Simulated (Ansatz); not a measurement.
# Re2Rh: a single point and what it writes

The system is Re2Rh, a structure type of another compound, with these elements put in. Wanted, at the geometry given: whether it is a metal or has a gap, how the charge is shared and how far the cell is from equilibrium.

Program: Ansatz 0.2.0. Level of theory: DFT, PBE, no spin polarisation, plane waves, PAW. These are calculated values, not measurements.

### 1 The system as given

It takes space group C2/m (No. 12, monoclinic). The conventional cell has a = 10.226 Å, b = 3.411 Å, c = 4.547 Å, α = 90.00°, β = 102.58°, γ = 90.00°. Around Re (site symmetry m) lie 4 Rh at 2.23 to 2.53 Å. Re (site symmetry m) has 3 Rh at 2.28 to 2.37 Å as nearest neighbours. Around Rh (site symmetry m) lie 7 Re at 2.23 to 2.53 Å and 2 Rh at 2.34 Å.

The coordinates stand in the input below.

Its first density is an earlier solution for the same cell, read from a checkpoint.

### 2 The run

Contents of input.yaml:

```yaml
crystal:
  lattice:
    - [0.0, 3.4112983, 0.0]
    - [5.11293494, -1.70564915, 0.0]
    - [0.99036018, 0.0, -4.43789938]
  atoms:
    - { symbol: Re, position: [0.156, 0.312, 0.679] }
    - { symbol: Re, position: [0.844, 0.688, 0.321] }
    - { symbol: Re, position: [0.576, 0.152, 0.204] }
    - { symbol: Re, position: [0.424, 0.848, 0.796] }
    - { symbol: Rh, position: [0.226, 0.452, 0.18] }
    - { symbol: Rh, position: [0.774, 0.548, 0.82] }
  symmetry: { tolerance: 0.0003 }
kpoints:
  mp_grid: { grid: [7, 7, 5], shift: [0, 0, 0] }
  band_path:
    path:
      - [0.0, 0.0, 0.0]
      - [0.55841381, -0.27920691, 0.0]
      - [0.44158619, -0.72079309, 0.0]
      - [0.0, -0.5, 0.0]
      - [0.0, 0.0, 0.0]
      - [0.0, -0.5, -0.5]
      - [0.47019814, -0.73509907, -0.5]
      - [0.52980186, -0.26490093, -0.5]
      - [0.0, 0.0, -0.5]
      - [0.0, 0.0, 0.0]
      - [0.5, -0.5, -0.5]
    npoints: 7
magnetization:
  spin_polarized: false
scf:
  occupations: { method: fermi_dirac }
  lower_state_search: "off"
  max_iter: 200
hamiltonian:
  pseudopotentials: { kind: paw }
  xc: pbe
basis:
  ecutwfc: 420
  fft_grid_basis: typed
output:
  forces: true
  stress: true
  eigenvalues: true
  bader: true
  populations: true
  elf: true
  write_potential: true
  volumetric_format: npy
  dos:
    e_range: [-12, 8]
    de: 0.05
    projected: { site_lists: { Re: [Re], Rh: [Rh] } }
  write_density: true
checkpoint:
  read: saved_state
```

Run with:

```
> ansatz run input.yaml --threads 1 --pin off --max-ram 2560MiB --backend cpu --events-out ev --progress --plain --runs-dir out
```

What does the calculation give? Wanted: largest force; pressure; character; Bader charges.

The runs gave:

| quantity | value |
| --- | --- |
| largest force | 11.372 eV/Å on Re |
| pressure | 127.8 GPa |
| formation energy (elements from separate runs) | 2.44 eV/atom |
| character | metal |
| density of states, mean within 0.25 eV of the Fermi level | 4.9 per eV per cell |
| Bader charges | Re +0.19 to +0.42, Rh -0.61 e |

**Reading.** Bands cross the Fermi level: a metal; within 0.25 eV of the Fermi level the density of states averages 4.9 per eV per cell, mostly Re d (71 %) and Rh d (19 %). Forces reach 11.4 eV/Å, so the geometry is far from rest and the levels are not those of the relaxed cell. The pressure of 127.8 GPa says the cell is too small, and unequal principal stresses would change its shape. Re loses most charge (+0.30 e on average) and Rh gains most (-0.61 e). With forces up to 11.37 eV/Å (on Re), a relaxation would move the atoms. The geometry is far from any minimum; its shortest contact is 2.23 Å.

Limits of this run: atoms or cell far from equilibrium.
